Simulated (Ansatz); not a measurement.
**YClF₂: how energies converge with the basis set**

The task here is to estimate one member of a computed series from the others.

Program: Ansatz 0.2.0, Gaussian basis. Level of theory: one geometry, several basis sets. These are calculated values, not measurements.

Levels to be run: PBE0-D4/def2-SVP; ωB97M-V/def2-SVP; PBE0-D4/def2-QZVPP; ωB97M-V/def2-QZVPP; the functionals' def2-TZVPP values are taken from earlier runs.

## The geometry

All runs share one geometry, relaxed beforehand with PBE0-D4 in a triple-zeta def2 set. Y takes the def2 core potential; no spin-orbit term is included.

4 atoms, charge 0, spin multiplicity 1.

Atoms are counted from 1 here; the program's logs count them from 0.

Bond lengths: F1–Y2 1.982 Å, Y2–F3 1.982 Å, Y2–Cl4 2.466 Å. Angles: F1–Y2–F3 117.5°, F1–Y2–Cl4 121.2°, F3–Y2–Cl4 121.2°.

Set-up of the first run:

Input file in.yaml:

```yaml
crystal:
  periodic: [false, false, false]
  atoms:
    - {symbol: F, position_ang: [-1.318062, -0.875811, 1.273588]}
    - {symbol: Y, position_ang: [0.040591, -0.080185, 0.069670]}
    - {symbol: F, position_ang: [1.938114, -0.555227, 0.389230]}
    - {symbol: Cl, position_ang: [-0.605143, 1.451023, -1.752788]}
basis:
  gaussian: {orbitals: def2-SVP}
hamiltonian: {xc: pbe0, dispersion: d4}
output: {orbitals: {seedname: orbitals}}
```

On the command line:

```
$ ansatz run in.yaml --threads 4 --pin off --events-out ev --progress --plain --max-ram 10444MiB
```

Among the steps run: PBE0-D4 in def2-SVP; ωB97M-V in def2-SVP; PBE0-D4 in def2-QZVPP; ωB97M-V in def2-QZVPP.

One of the session's tables, all rows but one given; the rest of the session is left out.

It belongs to the step «Density functionals: the series». 

| functional | basis | HOMO (eV) | LUMO (eV) |
| --- | --- | --- | --- |
| PBE0-D4 | def2-SVP | -8.83 | -2.54 |
| PBE0-D4 | def2-TZVPP | -8.98 | -2.56 |
| PBE0-D4 | def2-QZVPP | ? | ? |
| ωB97M-V | def2-SVP | -11.08 | -1.09 |
| ωB97M-V | def2-TZVPP | -11.27 | -1.17 |
| ωB97M-V | def2-QZVPP | -11.28 | -1.16 |

Estimate the missing values for PBE0-D4, def2-QZVPP.

The run gave: HOMO (eV): -8.98; LUMO (eV): -2.52.
